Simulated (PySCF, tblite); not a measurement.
# C₆H₁₁NSi: geometry, infrared bands and NMR shifts

Aim: predict the infrared bands and NMR shifts of C₆H₁₁NSi (`C#C[C@](C)(C=C)N[SiH3]`).

The runs use tblite 0.8.0 and PySCF 2.14.0, with density-fitted response routines of our own; the level of theory stands in each step. All values are computed, except where a source is named. Atoms count from 0, in the outputs and in this text.

### 1 The starting structure

19 atoms, charge 0, multiplicity 1; geometry from: force field or distance geometry start.

Bonds of the start (Å): C0–C1 1.19, C1–C2 1.48, C2–C3 1.53, C2–C4 1.48, C4–C5 1.33, C2–N6 1.42, N6–Si7 1.77, C0–H8 1.06, C3–H9 1.10, C3–H10 1.11, C3–H11 1.12, C4–H12 1.10, C5–H13 1.08, C5–H14 1.09, N6–H15 1.05, Si7–H16 1.47, Si7–H17 1.47, Si7–H18 1.48.

### 2 Geometry optimisation with GFN2-xTB

The job: settings as JSON, then the geometry in Å.

```
{"job": {"kind": "relax", "xc": "GFN2-xTB", "basis": "xTB"}, "charge": 0, "multiplicity": 1}
C     -0.513600     2.301100    -1.852800
C     -0.341400     1.325900    -1.188200
C     -0.125300     0.119900    -0.351700
C     -0.627300    -1.046400    -1.209200
C     -0.970800     0.187000     0.859300
C     -1.146900     1.365500     1.453400
N      1.264100    -0.062200    -0.146800
Si     1.720000    -1.460900     0.836500
H     -0.668300     3.165600    -2.443500
H     -1.727500    -1.090900    -1.281600
H     -0.166500    -0.952300    -2.216700
H     -0.250900    -1.982600    -0.732300
H     -1.441500    -0.731800     1.243900
H     -1.761800     1.361600     2.339200
H     -0.671100     2.261100     1.054900
H      1.675200     0.836300     0.211000
H      1.378200    -2.755100     0.229800
H      1.177200    -1.403700     2.197200
H      3.188500    -1.428900     0.990400
```

Run with:

```
$ OMP_NUM_THREADS=1 python probes_run.py task.json out
```

One launch serves the whole session: the jobs run in the order shown.

**Question.** This job is followed by: GFN2-xTB harmonic vibrations, gas phase; GIAO PBE0/pcSseg-1 NMR shielding, non-relativistic, gas phase. Predict these results of the whole session: strongest single infrared mode (GFN2-xTB); zero-point energy (GFN2-xTB); ¹³C shifts against TMS (PBE0/pcSseg-1); ¹H shifts against TMS (PBE0/pcSseg-1, means over atoms taken as alike); ¹⁵N shifts against NH3 (PBE0/pcSseg-1); ²⁹Si shifts against TMS (PBE0/pcSseg-1).

**Answer**, as computed:

| quantity | value |
| --- | --- |
| strongest single infrared mode (GFN2-xTB) | 2151 cm⁻¹, 377 km/mol |
| zero-point energy (GFN2-xTB) | 90.9 kcal/mol |
| ¹³C shifts against TMS (PBE0/pcSseg-1) | 151.0, 118.5, 92.6, 80.0, 53.4, 30.3 ppm |
| ¹H shifts against TMS (PBE0/pcSseg-1, means over atoms taken as alike) | 6.31, 5.96, 5.32, 4.71, 1.97, 1.63, 0.61 ppm |
| ¹⁵N shifts against NH3 (PBE0/pcSseg-1) | 49.1 ppm |
| ²⁹Si shifts against TMS (PBE0/pcSseg-1) | -69.8 ppm |

In words: Over 156 steps the energy fell by 0.505 eV; of the close pairs, N6–Si7 changed most, 1.769 to 1.717 Å. All 51 modes are real, so the xTB geometry is a minimum. The strongest single mode, at 2151 cm⁻¹, moves mainly H17. GFN2-xTB is a fitted tight-binding method: band positions and strengths are rough. Its intensities can rank the bands wrongly. C4 (alkene CH) lies farthest downfield among carbon, at 151.0 ppm; the olefinic region. The most deshielded hydrogen is H12 (hydrogen on an alkene CH), at 6.31 ppm: olefinic region. At PBE0/pcSseg-1: The widest tensor belongs to C1: span 313 ppm, with a paramagnetic part of -169 ppm.
